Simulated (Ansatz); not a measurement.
A run of Ansatz 0.2.0 is set up as follows.

input.yaml

```yaml
crystal:
  lattice:
    - [3.901786, 0.0, 0.0]
    - [0.0, 4.809512, 0.0]
    - [0.0, 0.0, 2.78417]
  atoms:
    - { symbol: Cr, position: [0.0, 0.0, 0.0], spin: 3.0 }
    - { symbol: Cr, position: [0.5, 0.5, 0.5], spin: 3.0 }
    - { symbol: "N", position: [0.86617, 0.588775, 0.0] }
    - { symbol: "N", position: [0.13383, 0.411225, 0.0] }
    - { symbol: "N", position: [0.36617, 0.911225, 0.5] }
    - { symbol: "N", position: [0.63383, 0.088775, 0.5] }
hamiltonian:
  xc: pbe
  pseudopotentials: { kind: paw }
magnetization:
  spin_polarized: true
kpoints:
  mp_grid: { grid: [7, 6, 10] }
scf:
  occupations: { method: fermi_dirac, width: 0.05 }
output:
  forces: true
  stress: true
  eigenvalues: true
relax:
  f_tol: 0.01
  max_steps: 40
  cell: { stress_tol: 0.05 }
```

Potentials or basis: Ansatz PAW.

The run is started by

```bash
$ ansatz run input.yaml --threads 2 --pin off --max-ram 5632MiB --backend cpu --events-out ev --progress --plain --runs-dir out
```

**Question.** Estimate the absolute moment.

**Answer.** 5.07 μB per cell.

**Question.** What does it give for the band gap on the k mesh?

**Answer.** None (metal or under the smearing width).

**Question.** What does it give for the relaxed cell?

**Answer.** a = 3.880 Å, b = 4.803 Å, c = 2.795 Å, α = 90.00°, β = 90.00°, γ = 90.00°.

Final structure:
```yaml
crystal:
  lattice:
    - [3.87980, 0.00000, 0.00000]
    - [0.00000, 4.80286, 0.00000]
    - [0.00000, 0.00000, 2.79480]
  atoms:
    - { symbol: Cr, position: [0.00000, 0.00000, 0.00000] }
    - { symbol: Cr, position: [0.50000, 0.50000, 0.50000] }
    - { symbol: N, position: [0.86509, 0.58895, 0.00000] }
    - { symbol: N, position: [0.13491, 0.41105, 0.00000] }
    - { symbol: N, position: [0.36509, 0.91105, 0.50000] }
    - { symbol: N, position: [0.63491, 0.08895, 0.50000] }
```

 With open d or f shells a metallic result of PBE can be an artefact of self-interaction; +U or a hybrid may open a gap.
